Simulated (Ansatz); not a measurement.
# SnH8N2F6: the cost of one run

Computed with Ansatz 0.2.0 (DFT, PBE, plane-wave PAW, default files, scalar-relativistic, unless a step's input says otherwise).

## 1. The system as given

It takes space group P-3m1 (No. 164, trigonal). The conventional cell has a = 6.286 Å, b = 6.286 Å, c = 4.841 Å, α = 90.00°, β = 90.00°, γ = 120.00°. Sn (site symmetry -3m) is surrounded by 6 F at 2.01 Å. Around H (site symmetry 3m) lie 1 N at 1.03 Å. Around H (site symmetry m) lie 1 N at 1.04 Å. N (site symmetry 3m) has 4 H at 1.03 to 1.04 Å as nearest neighbours. F (site symmetry m) has 1 H at 1.87 Å and 1 Sn at 2.01 Å as nearest neighbours.

Coordinates:

```
CELL_PARAMETERS angstrom
6.28644 0.00000 0.00000
-3.14322 5.44421 0.00000
0.00000 0.00000 4.84069
ATOMIC_POSITIONS crystal
Sn 0.00000 0.00000 0.00000
H 0.33333 0.66667 0.84677
H 0.66667 0.33333 0.15323
H 0.51067 0.75533 0.55747
H 0.24467 0.75533 0.55747
H 0.24467 0.48933 0.55747
H 0.75533 0.24467 0.44253
H 0.48933 0.24467 0.44253
H 0.75533 0.51067 0.44253
N 0.33333 0.66667 0.63487
N 0.66667 0.33333 0.36512
F 0.30497 0.15249 0.76727
F 0.84751 0.15249 0.76727
F 0.84751 0.69503 0.76727
F 0.15249 0.84751 0.23273
F 0.69503 0.84751 0.23273
F 0.15249 0.30497 0.23273
```

## 2. Gradients at the starting positions

File input.yaml:

```yaml
crystal:
  lattice:
    - [6.2864366276, 0.0, 0.0]
    - [-3.1432183138, 5.4442138188, 0.0]
    - [0.0, 0.0, 4.840694]
  atoms:
    - { symbol: Sn, position: [0.0, 0.0, 0.0] }
    - { symbol: H, position: [0.3333333333, 0.6666666667, 0.84677] }
    - { symbol: H, position: [0.6666666667, 0.3333333333, 0.15323] }
    - { symbol: H, position: [0.510666, 0.755333, 0.557473] }
    - { symbol: H, position: [0.244667, 0.755333, 0.557473] }
    - { symbol: H, position: [0.244667, 0.489334, 0.557473] }
    - { symbol: H, position: [0.755333, 0.244667, 0.442527] }
    - { symbol: H, position: [0.489334, 0.244667, 0.442527] }
    - { symbol: H, position: [0.755333, 0.510666, 0.442527] }
    - { symbol: "N", position: [0.3333333333, 0.6666666667, 0.634875] }
    - { symbol: "N", position: [0.6666666667, 0.3333333333, 0.365125] }
    - { symbol: F, position: [0.304971, 0.1524855, 0.767268] }
    - { symbol: F, position: [0.8475145, 0.1524855, 0.767268] }
    - { symbol: F, position: [0.8475145, 0.695029, 0.767268] }
    - { symbol: F, position: [0.1524855, 0.8475145, 0.232732] }
    - { symbol: F, position: [0.695029, 0.8475145, 0.232732] }
    - { symbol: F, position: [0.1524855, 0.304971, 0.232732] }
kpoints:
  mp_grid: { grid: [4, 4, 4] }
scf:
  occupations: { method: fermi_dirac, width: 0.02 }
hamiltonian:
  xc: pbe
  pseudopotentials: { kind: paw }
output:
  forces: true
  stress: true
  populations: true
  efg:
    quadrupole_moments_barn: { Sn: -0.132, H: 0.00285783, "N": 0.02044 }
    contact_densities: true
```

The run is started by

```bash
$ ansatz run input.yaml --threads 1 --pin off --max-ram 3072MiB --backend cpu --events-out ev --progress --plain --runs-dir out
```

Q: Estimate wall time and peak memory on 1 thread of an x86-64 CPU, shared host.

About 10 s, with a peak of 0.57 GiB.
